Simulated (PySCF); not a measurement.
# CH6GeS2 (SMILES C[S][GeH2][SH]): levels of theory compared

We compute a comparison of 3 runs (HF-D3(BJ)/LANL08, MP2/def2-SVP, MC-PDFT(2,2)/cc-pVDZ-PP) of CH6GeS2. 

The results are computed with PySCF 2.14.0.

3 further runs of the same task are left out: 1 that didn't finish, 2 set aside as unsound or not needed.

## 1. The system as given

CH6GeS2: 10 atoms, total charge 0, spin state singlet. SMILES: `C[S][GeH2][SH]`. Geometry: a GFN2-xTB relaxation, a rough one for these elements and not checked as a minimum. This is one conformer, not always the lowest.

Bond lengths: C1–S2 1.826 Å, S2–Ge3 2.219 Å, Ge3–S4 2.220 Å, C1–H5 1.085 Å, C1–H6 1.084 Å, C1–H7 1.087 Å, Ge3–H8 1.516 Å, Ge3–H9 1.514 Å, S4–H10 1.328 Å. Some angles: C1–S2–Ge3 99.3°, S2–Ge3–S4 111.5°, S2–C1–H5 109.8°, S2–C1–H6 106.2°, S2–C1–H7 110.1°, S2–Ge3–H8 112.2°, S2–Ge3–H9 107.6°, S4–Ge3–H8 105.0°, S4–Ge3–H9 111.5°, Ge3–S4–H10 94.0°.

## 2. Energy and gradient at HF-D3(BJ)/LANL08 (core potential) (run 1)

Input file input.xyz:

```xyz
10
CH6GeS2
C     -1.286560     0.718660    -0.935610
S     -0.887680     0.879700     0.839440
Ge     0.546030    -0.802560     1.037040
S      2.268050    -0.570460    -0.344230
H     -1.810750    -0.215290    -1.111470
H     -1.930280     1.556740    -1.178490
H     -0.377410     0.764190    -1.528870
H     -0.078580    -2.132940     0.664210
H      0.996010    -0.852010     2.481260
H      2.561170     0.653960     0.076720
```

Input file calc.py:

```python
import pyscf.grad
from pyscf import gto, scf

system = gto.M(
    atom='input.xyz',
    max_memory=1860,
    ecp={'S': 'lanl08', 'Ge': 'lanl08'},
    basis={'default': 'lanl08', 'C': '6-311g**', 'H': '6-311g**'},
    verbose=4,
)

mf = scf.RHF(system)
mf.disp = 'd3bj'
mf.kernel()

energy = mf.e_tot
print('Final energy', energy)
grad = mf.Gradients().kernel()
mf.analyze()
```

On the command line:

```console
$ OMP_NUM_THREADS=1 python calc.py
```

The program printed:

```text
PySCF version 2.14.0

[... 87 lines left out ...]
Empirical Dispersion Energy =           -0.072656951390541
[... 9 lines left out ...]
MO #9   energy= -0.509726245417784 occ= 2
[... 8 lines left out ...]
MO #18  energy= 0.148128974544052  occ= 0
[... 8 lines left out ...]
MO #27  energy= 0.437912803082093  occ= 0
[... 8 lines left out ...]
MO #36  energy= 0.743723243995076  occ= 0
[... 8 lines left out ...]
MO #45  energy= 1.04558205244541   occ= 0
[... 8 lines left out ...]
MO #54  energy= 1.69762650587192   occ= 0
[... 8 lines left out ...]
MO #63  energy= 2.21653537787667   occ= 0
[... 8 lines left out ...]
MO #72  energy= 2.85555660166291   occ= 0
[... 8 lines left out ...]
MO #81  energy= 20.7145996927931   occ= 0
[... 8 lines left out ...]
MO #90  energy= 25.5682951415314   occ= 0
[... 64 lines left out ...]
pop of  5 H 3s            0.00294
pop of  5 H 2px           0.00127
pop of  5 H 2py           0.00092
pop of  5 H 2pz           0.00068
pop of  6 H 1s            0.86506
pop of  6 H 2s            0.01940
pop of  6 H 3s            0.00300
pop of  6 H 2px           0.00090
pop of  6 H 2py           0.00110
pop of  6 H 2pz           0.00125
pop of  7 H 1s            1.55949
pop of  7 H 2s            0.00838
pop of  7 H 3s            0.01550
pop of  7 H 2px           0.00575
pop of  7 H 2py           0.01865
pop of  7 H 2pz           0.00328
pop of  8 H 1s            1.55889
pop of  8 H 2s            0.00624
pop of  8 H 3s            0.01770
pop of  8 H 2px           0.00459
pop of  8 H 2py           0.00223
pop of  8 H 2pz           0.02789
pop of  9 H 1s            1.42964
pop of  9 H 2s            0.01011
pop of  9 H 3s            0.01964
pop of  9 H 2px           0.00789
pop of  9 H 2py           0.05711
pop of  9 H 2pz           0.02772
 ** Mulliken atomic charges  **
charge of    0C =     -0.92013
charge of    1S =      0.31063
charge of    2Ge =      1.85745
charge of    3S =      0.19244
charge of    4H =      0.10918
charge of    5H =      0.12184
charge of    6H =      0.10929
charge of    7H =     -0.61105
charge of    8H =     -0.61754
charge of    9H =     -0.55212
Dipole moment(X, Y, Z, Debye): -0.67239, -0.24854, -0.22956
```

Wall time 17 s (1 thread of Intel Xeon at 2.50GHz (Skylake/Cascade Lake), shared host); peak memory 0.19 GiB.

## 3. A single-point energy at MP2/def2-SVP (sfX2C, density fitting, ddPCM water) (run 2)

Input file mol.xyz:

```xyz
10
CH6GeS2
C     -1.286560     0.718660    -0.935610
S     -0.887680     0.879700     0.839440
Ge     0.546030    -0.802560     1.037040
S      2.268050    -0.570460    -0.344230
H     -1.810750    -0.215290    -1.111470
H     -1.930280     1.556740    -1.178490
H     -0.377410     0.764190    -1.528870
H     -0.078580    -2.132940     0.664210
H      0.996010    -0.852010     2.481260
H      2.561170     0.653960     0.076720
```

Input file job.py:

```python
from pyscf import gto, mp, solvent

mol = gto.M(
    atom='mol.xyz',
    verbose=3,
    spin=0,
    max_memory=1860,
    basis='def2-svp',
)

hf = mol.RHF()
hf = hf.sfx2c1e()
hf = hf.density_fit()
hf = solvent.ddPCM(hf)
hf.with_solvent.eps = 78.3553  # water
hf.kernel()

pt = mp.MP2(hf, frozen=20).run()
energy = pt.e_tot
print('E = %.10f Eh' % energy)
```

On the command line:

```console
$ OMP_NUM_THREADS=1 python job.py
```

The program printed:

```text
<class 'pyscf.solvent.ddpcm.ddPCM'> does not have attributes  method

WARN: ddPCM is an experimental feature. It is still in testing.
Features and APIs may be changed in the future.

converged SCF energy = -2930.3682275945
E(DFRMP2) = -2931.00704928364  E_corr = -0.638821689144179
E(SCS-DFRMP2) = -2930.99191638892  E_corr = -0.623688794421584
E = -2931.0070492836 Eh
```

Run time: 51 s. Hardware: 1 thread of Intel Xeon at 2.50GHz (Skylake/Cascade Lake), shared host; peak memory 0.39 GiB.

## 4. The energy at MC-PDFT(2,2)/cc-pVDZ-PP (core potential) (run 3)

Input file input.py:

```python
from pyscf import gto, scf, mcpdft

molecule = gto.Mole()
molecule.atom = '''
C   -1.286560   0.718660  -0.935610
S   -0.887680   0.879700   0.839440
Ge   0.546030  -0.802560   1.037040
S    2.268050  -0.570460  -0.344230
H   -1.810750  -0.215290  -1.111470
H   -1.930280   1.556740  -1.178490
H   -0.377410   0.764190  -1.528870
H   -0.078580  -2.132940   0.664210
H    0.996010  -0.852010   2.481260
H    2.561170   0.653960   0.076720
'''
molecule.ecp = {'Ge': 'cc-pvdz-pp'}
molecule.max_memory = 1860
molecule.basis = {'default': 'cc-pvdz-pp', 'C': 'cc-pvdz', 'S': 'cc-pvdz', 'H': 'cc-pvdz'}
molecule.verbose = 4
molecule.build()

myscf = scf.RHF(molecule)
myscf.kernel()

cas = mcpdft.CASSCF(myscf, 'ftBLYP', 2, 2)
cas.fix_spin_(ss=0.0)
cas.natorb = True
cas.kernel()
etot = cas.e_tot
print('E(%s) = %.9f' % ('MC-PDFT', etot))
dip = myscf.dip_moment()
pop, q = myscf.mulliken_pop()
```

On the command line:

```console
$ OMP_NUM_THREADS=1 python input.py
```

The program printed:

```text
PySCF version 2.14.0

[... 64 lines left out ...]
converged SCF energy = -1129.84871031542
[... 24 lines left out ...]
sorting_mo_energy = False
[... 67 lines left out ...]
1-step CASSCF converged in  26 macro (480 JK  96 micro) steps
[... 2 lines left out ...]
Natural orbital (expansion on meta-Lowdin AOs) in CAS space
[... 8 lines left out ...]
CASSCF energy = -1129.85917849500
[... 2 lines left out ...]
MC-PDFT state 0 E = -1132.8638254365187, Eot(ftBLYP) = -84.24658377975999
[... 1 line left out ...]
Dipole moment(X, Y, Z, Debye): -0.52668, -0.02960, -0.39861
[... 75 lines left out ...]
pop of  4 H 2s            0.14506
pop of  4 H 2px           0.00925
pop of  4 H 2py           0.01773
pop of  4 H 2pz           0.00452
pop of  5 H 1s            0.74749
pop of  5 H 2s            0.14348
pop of  5 H 2px           0.01135
pop of  5 H 2py           0.01539
pop of  5 H 2pz           0.00511
pop of  6 H 1s            0.74446
pop of  6 H 2s            0.14121
pop of  6 H 2px           0.01762
pop of  6 H 2py           0.00522
pop of  6 H 2pz           0.00924
pop of  7 H 1s            0.71116
pop of  7 H 2s            0.36099
pop of  7 H 2px           0.00259
pop of  7 H 2py           0.00957
pop of  7 H 2pz           0.00135
pop of  8 H 1s            0.71064
pop of  8 H 2s            0.35758
pop of  8 H 2px           0.00175
pop of  8 H 2py           0.00084
pop of  8 H 2pz           0.01115
pop of  9 H 1s            0.70403
pop of  9 H 2s            0.16366
pop of  9 H 2px           0.00785
pop of  9 H 2py           0.02052
pop of  9 H 2pz           0.00912
 ** Mulliken atomic charges  **
charge of    0C =     -0.14472
charge of    1S =     -0.26152
charge of    2Ge =      0.52964
charge of    3S =     -0.28344
charge of    4H =      0.07340
charge of    5H =      0.07718
charge of    6H =      0.08224
charge of    7H =     -0.08565
charge of    8H =     -0.08196
charge of    9H =      0.09483
```

Wall time 3.9 min (1 thread of Intel Xeon at 2.50GHz (Skylake/Cascade Lake), shared host); peak memory 0.51 GiB.

## 5. The series

```tsv
run	level	task	light atom basis	energy (Eh)	dipole moment (D) of the reference	HOMO energy (eV)	LUMO energy (eV)	wall time
1	HF-D3(BJ)/LANL08 (core potential)	gradient	6-311g**	-64.895376	0.75	-9.93	2.89	17 s
2	MP2/def2-SVP (sfX2C, density fitting, ddPCM water)	energy	–	-2931.007049	0.68	-9.65	3.85	51 s
3	MC-PDFT(2,2)/cc-pVDZ-PP (core potential)	energy	cc-pvdz	-1132.863825	0.66	-9.66	3.40	3.9 min
```

## 6. Summary of results

| quantity | value |
| --- | --- |
| run 3: total energy | -1132.86383 Eh |
| run 3: dipole moment (Hartree–Fock density) | 0.66 D |
| run 3: HOMO energy (Hartree–Fock orbitals) | -9.66 eV |
| run 3: LUMO energy (Hartree–Fock orbitals) | 3.40 eV |
| run 3: HOMO–LUMO gap (Hartree–Fock orbitals) | 13.05 eV |

Some runs of one species differ in core potentials or relativity; totals across that change don't compare. All runs together took 5 min, the longest 3.9 min.
